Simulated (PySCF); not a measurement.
**Eu2O3: other functionals and bases at one geometry**

Aim: see how levels, charges and forces of Eu2O3 depend on the level of theory. The species was built from a template and needn't be a known compound.

Computed with PySCF 2.14.0. Level: several levels, as the steps say, no spin–orbit coupling.

5 further runs of the same task are left out: 2 for a known fault of the program, 3 that didn't finish.

## (1) Where the work starts

5 atoms, charge 0, spin multiplicity 1.

Bond lengths: Eu1–O3 2.118 Å, Eu1–O4 1.882 Å, Eu2–O3 2.118 Å, Eu2–O5 1.882 Å. Angles: O3–Eu1–O4 110.0°, O3–Eu2–O5 110.0°, Eu1–O3–Eu2 155.7°.

As a file:

| atom | x (Å) | y (Å) | z (Å) |
| --- | --- | --- | --- |
| Eu1 | 0.54735 | 0.03474 | 2.07035 |
| Eu2 | 0.54735 | 0.03474 | -2.07035 |
| O3 | 0.99293 | 0.06302 | 0.00000 |
| O4 | -1.31392 | -0.08339 | 2.32603 |
| O5 | -1.31392 | -0.08339 | -2.32603 |

Formal oxidation states: Eu +3. Each metal's 6 4f electrons lie in its core potential, so multiplicities, spins and levels count the valence alone. An earlier session relaxed this geometry at BP86, Eu lcecp-1-SVP with ECP52, O def2-SVP (singlet, point group C2v).

At BP86 on the finer grid: E = -296.404519 Eh, HOMO -4.34 eV, LUMO -2.42 eV, Mulliken charge on Eu1 +0.69 e, largest force component 0.006 eV/Å. 

Levels to run: PBE; wB97X; PBE0; HF; BP86, TZVP. Hardware: 2 threads of Arm Neoverse N1, shared host.

## (2) PBE

The input, run.py (the lines that set the calculation):

```python
mol = gto.M(atom='''
Eu     0.54735     0.03474     2.07035
Eu     0.54735     0.03474    -2.07035
O      0.99293     0.06302     0.00000
O     -1.31392    -0.08339     2.32603
O     -1.31392    -0.08339    -2.32603''',
    basis={'Eu': 'lcecp-1-SVP', 'O': 'def2-SVP'},
    ecp={'Eu': 'lcecp-1-SVP'},
    charge=0, spin=0)
mf = dft.RKS(mol, xc='PBE')
mf.grids.atom_grid = (75, 302)  # f atoms: unpruned, at least (60, 302)
mf = mf.density_fit()  # fitting sets: Eu AutoAux, O def2-universal-JKFIT
mf.conv_tol = 1e-08; mf.max_cycle = 55
mf.kernel(dm0)  # dm0: the density of the relaxed state
```

Run with:

```console
OMP_NUM_THREADS=2 python run.py
```

## (3) wB97X

run.py (the lines that set the calculation): that of step 2 with these lines changed.

```diff
@@ -9,3 +9,3 @@
     charge=0, spin=0)
-mf = dft.RKS(mol, xc='PBE')
+mf = dft.RKS(mol, xc='WB97X')
 mf.grids.atom_grid = (75, 302)  # f atoms: unpruned, at least (60, 302)
```

## (4) PBE0

run.py (the lines that set the calculation): that of step 3 with these lines changed.

```diff
@@ -9,3 +9,3 @@
     charge=0, spin=0)
-mf = dft.RKS(mol, xc='WB97X')
+mf = dft.RKS(mol, xc='PBE0')
 mf.grids.atom_grid = (75, 302)  # f atoms: unpruned, at least (60, 302)
```

## (5) HF

run.py (the lines that set the calculation): that of step 4 with these lines changed.

```diff
@@ -9,4 +9,3 @@
     charge=0, spin=0)
-mf = dft.RKS(mol, xc='PBE0')
-mf.grids.atom_grid = (75, 302)  # f atoms: unpruned, at least (60, 302)
+mf = scf.RHF(mol)
 mf = mf.density_fit()  # fitting sets: Eu AutoAux, O def2-universal-JKFIT
```

## (6) BP86, TZVP

Basis: Eu lcecp-1-TZVP with ECP52, O def2-TZVP. 

The input, run.py (the lines that set the calculation):

```python
mol = gto.M(atom='''
Eu     0.54735     0.03474     2.07035
Eu     0.54735     0.03474    -2.07035
O      0.99293     0.06302     0.00000
O     -1.31392    -0.08339     2.32603
O     -1.31392    -0.08339    -2.32603''',
    basis={'Eu': 'lcecp-1-TZVP', 'O': 'def2-TZVP'},
    ecp={'Eu': 'lcecp-1-TZVP'},
    charge=0, spin=0)
mf = dft.RKS(mol, xc='B88,P86')
mf.grids.atom_grid = (75, 302)  # f atoms: unpruned, at least (60, 302)
mf = mf.density_fit()  # fitting sets: Eu AutoAux, O def2-universal-JKFIT
mf.conv_tol = 1e-08; mf.max_cycle = 55
mf.kernel(dm0)  # dm0: free metal ions and neutral atoms
```

**Question.** What will these runs give? Wanted: for each run, HOMO; gap; charge on Eu1; dipole; largest force.

**Answer**, as computed:

| level | state | HOMO (eV) | gap (eV) | charge on Eu1 (e) | dipole (D) | largest force (eV/Å) | basis functions | time |
| --- | --- | --- | --- | --- | --- | --- | --- | --- |
| BP86 (relaxed here) | singlet | -4.34 | 1.92 | 0.69 | 11.51 | 0.01 | 108 | 38 s |
| PBE | singlet | -4.25 | 1.72 | 0.68 | 11.52 | 0.10 | 108 | 12 s |
| wB97X | singlet | -7.71 | 7.46 | 0.83 | 13.60 | 1.23 | 108 | 15 s |
| PBE0 | singlet | -5.52 | 3.61 | 0.83 | 12.76 | 0.91 | 108 | 10 s |
| HF | singlet | -8.81 | 8.56 | 1.18 | 15.66 | 1.54 | 108 | 7.1 s |
| BP86, TZVP | singlet | -4.34 | 1.94 | 1.10 | 12.01 | 0.06 | 187 | 31 s |

Times are on 2 threads of Arm Neoverse N1, shared host; the first row also made further properties.

In one basis the HOMO–LUMO gap runs from 1.72 eV (PBE) to 8.56 eV (HF). The largest leftover force, 1.54 eV/Å with HF, stands at a geometry relaxed at another level. The Mulliken charge on Eu spans +0.68 to +1.18 e over the levels. With 4f in the core, its levels are missing from HOMO and gap. Total energies of different levels can't be compared. Spin–orbit coupling is left out throughout.
